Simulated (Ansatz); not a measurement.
# Ag: the cost of one run

Program: Ansatz 0.2.0. Level of theory: DFT PBEsol, scalar-relativistic. These are calculated values, not measurements.

## (1) Starting point

Symmetry: Fm-3m, No. 225, cubic system. The conventional cell has a = 4.086 Å, b = 4.086 Å, c = 4.086 Å, α = 90.00°, β = 90.00°, γ = 90.00°. Ag (site symmetry m-3m) has 12 Ag at 2.89 Å as nearest neighbours.

As a file:

```cif
data_structure
_symmetry_space_group_name_H-M 'P 1'
_symmetry_Int_Tables_number 1
_cell_length_a 2.8894
_cell_length_b 2.8894
_cell_length_c 2.8894
_cell_angle_alpha 60.000
_cell_angle_beta 60.000
_cell_angle_gamma 60.000
_cell_volume 17.06
loop_
_atom_site_label
_atom_site_type_symbol
_atom_site_fract_x
_atom_site_fract_y
_atom_site_fract_z
_atom_site_occupancy
Ag1 Ag 0.00000 0.00000 0.00000 1
```

## (2) Volume × 0.94, LAPW

Input file input.yaml:

```yaml
crystal:
  lattice:
    - [0.0, 2.0013923787, 2.0013923787]
    - [2.0013923787, 0.0, 2.0013923787]
    - [2.0013923787, 2.0013923787, 0.0]
  atoms:
    - { symbol: Ag, position: [0.0, 0.0, 0.0] }
kpoints:
  mp_grid: { grid: [15, 15, 15] }
  band_path:
    path:
      - [0.0, 0.0, 0.0]
      - [0.5, 0.0, 0.5]
      - [0.625, 0.25, 0.625]
      - [0.375, 0.375, 0.75]
      - [0.0, 0.0, 0.0]
      - [0.5, 0.5, 0.5]
      - [0.5, 0.25, 0.75]
      - [0.5, 0.0, 0.5]
    npoints: 5
scf:
  occupations: { method: fermi_dirac, width: 0.03 }
hamiltonian:
  xc: pbesol
  pseudopotentials: { kind: all_electron, lapw: { basis_error: 0.0005 } }
output:
  forces: true
  stress: true
  eigenvalues: true
```

The run is started by

```
$ ansatz run input.yaml --threads 1 --pin off --max-ram 3072MiB --backend cpu --events-out ev --progress --plain --runs-dir out
```

**Question.** How long does this run take on 1 thread of Intel Xeon Platinum 8488C (Sapphire Rapids), shared host, and how much memory does it need?

About 9.4 s, with a peak of 0.37 GiB.
